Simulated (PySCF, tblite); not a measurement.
# C₂H₈F₂Si₂, a small molecule taken as a stand-in for a surface group (Si site with back bonds C, C[SiH3], F): NMR shifts, core binding energies and electronic excitations

Wanted: the NMR shifts, core binding energies and electronic excitations for `C[Si](F)(F)C[SiH3]`.

Computed with tblite 0.8.0 and PySCF 2.14.0; each step states its level. No surroundings beyond the atoms listed, unless a continuum is named. Atoms count from 0, parts from 1.

## (1) The system as given

14 atoms, charge 0, multiplicity 1; geometry: distance geometry start.

## (2) Geometry optimisation with GFN2-xTB

Job settings and geometry (Å):

```
{"job": {"kind": "relax", "xc": "GFN2-xTB", "basis": "xTB"}, "charge": 0, "multiplicity": 1}
Si    -0.936269     0.148727    -0.279520
C     -1.274054    -1.445458    -1.103627
C     -0.008193    -0.189619     1.308204
Si     0.248991     1.410729     2.193104
F     -2.336803     0.935729     0.046473
F      0.042512     1.068996    -1.277249
H     -1.149816    -2.229421    -0.423225
H     -0.613414    -1.569159    -1.877966
H     -2.256070    -1.444570    -1.454363
H      0.891690    -0.639595     1.106696
H     -0.581733    -0.819404     1.897817
H      0.556588     1.142270     3.555090
H      1.321781     2.120774     1.583042
H     -0.910724     2.217950     2.125439
```

With the program's defaults for keys left out, this is: GFN2-xTB geometry optimisation, gas phase.

The run is started by

```sh
$ OMP_NUM_THREADS=1 python cluster_run.py task.json out
```

One launch serves the whole session: the jobs run in the order shown.

**Question.** The jobs that follow are: PBE0-D3(BJ)/def2-SVP geometry optimisation, gas phase; GIAO PBE0/pcSseg-1 NMR shielding, non-relativistic, gas phase; delta-SCF UKS SCAN, pcX-2 on the ionised atom, pcseg-1 elsewhere, spin-free X2C; TDDFT CAM-B3LYP/def2-SVPD, vertical, gas phase, core orbitals frozen in the response. Predict: point group; rotational constants (main isotopes); ¹³C shifts against TMS (PBE0/pcSseg-1); ¹H shifts against TMS (PBE0/pcSseg-1); ²⁹Si shifts against TMS (PBE0/pcSseg-1); ¹⁹F shifts against CFCl3 (PBE0/pcSseg-1); C1s binding energies, SCAN/pcX-2; F1s binding energies, SCAN/pcX-2; Si2p binding energies, SCAN/pcX-2 (standing for 1 of 2 atoms); lowest singlet (CAM-B3LYP/def2-SVPD); brightest single state of those computed; lowest triplet; vertical ionisation energy (ΔSCF).

As calculated:

| quantity | value |
| --- | --- |
| point group | C1 |
| rotational constants (main isotopes) | 3.56, 1.29, 1.28 GHz |
| ¹³C shifts against TMS (PBE0/pcSseg-1) | -1.4, -7.5 ppm |
| ¹H shifts against TMS (PBE0/pcSseg-1) | 4.13, 4.11, 3.97, 0.53, 0.19, 0.18, -0.17, -0.20 ppm |
| ²⁹Si shifts against TMS (PBE0/pcSseg-1) | 15.2, -72.2 ppm |
| ¹⁹F shifts against CFCl3 (PBE0/pcSseg-1) | -142.0, -143.0 ppm |
| C1s binding energies, SCAN/pcX-2 | C1 290.78, C2 290.35 eV |
| F1s binding energies, SCAN/pcX-2 | F4 692.36, F5 692.35 eV |
| Si2p binding energies, SCAN/pcX-2 (standing for 1 of 2 atoms) | Si0 108.62 eV |
| lowest singlet (CAM-B3LYP/def2-SVPD) | 8.13 eV (153 nm), f = 0.067 |
| brightest single state of those computed | state 4, 8.83 eV, f = 0.217 |
| lowest triplet | 7.82 eV |
| vertical ionisation energy (ΔSCF) | 11.00 eV |

**Reading.** The start of the PBE0/def2-SVP relaxation was shaken at random by about 0.01 Å, so part of the energy gained, and of the first lengths quoted, undoes that. The optimisation took 5 steps and gained 0.168 eV; among the close pairs (by a distance rule), Si3–H12 changed most, from 1.435 to 1.492 Å (PBE0/def2-SVP). Hydrogens of an XH3 group are listed apart at this fixed geometry; free rotation makes them one line at their mean. At SCAN/pcX-2: The C1s levels kept as sound span 0.43 eV, from C2 (carbon bonded to 2 Si, 2 H) up to C1 (carbon bonded to Si, 3 H). At SCAN/pcX-2: the F1s levels computed lie within 0.01 eV of one another, too close to rank. The lowest singlet, at 8.13 eV, is HOMO→LUMO 0.93 and is bright; of the 6 states computed, the strongest absorption comes from state 4 at 8.83 eV. The lowest triplet lies 0.31 eV below the lowest singlet (triplets in Tamm-Dancoff, singlets in full TDDFT). The orbital energy would give 10.25 eV for ionisation, ΔSCF gives 11.00 eV. A capped cluster stands for the solid here, so long-range fields and strain are missing, and bands or shifts of the capping hydrogens have no counterpart in it.
